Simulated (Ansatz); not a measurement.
Runs of Ansatz 0.2.0 on GaB. It takes space group P4/mmm (No. 123, tetragonal). The conventional cell has a = 2.718 Å, b = 2.718 Å, c = 3.236 Å, α = 90.00°, β = 90.00°, γ = 90.00°. Around Ga (site symmetry 4/mmm) lie 8 B at 2.51 Å and 4 Ga at 2.72 Å. B (site symmetry 4/mmm) has 8 Ga at 2.51 Å and 4 B at 2.72 Å as nearest neighbours. The cell was built by a generator and needn't be a form met in nature.

| share of exact exchange | gap on the mesh (eV) | pressure (GPa) |
| --- | --- | --- |
| 0.1 | none | -2.8 |
| 0.2 | none | -3.7 |
| 0.3 | none | -4.6 |
| 0.25 | none | (b) |
| 0.15 | none | (a) |

Alike in all rows: task single point; level HSE06 form with a typed share of exact exchange; potentials or basis Ansatz PAW; no spin polarisation; cell as given; k mesh 5 × 5 × 4; cutoff (eV) 420; smearing fermi-dirac 0.05 eV; the mesh is coarse, so values aren't converged.

Problem. Fill in the values left out.

Solution. (a) -3.3; (b) -4.2.

Caveats: all runs use coarse meshes; the PAW data sets come from PBE, with cores solved anew for the run's functional, which leaves a small shift of forces and pressure; the thresholds are loose for stress.

A k mesh can miss the band edges, and the runs leave out spin-orbit coupling on Ga.

A gap of «none» marks a metal or a gap under the smearing width.

Runs at the PBE level aren't shown here.
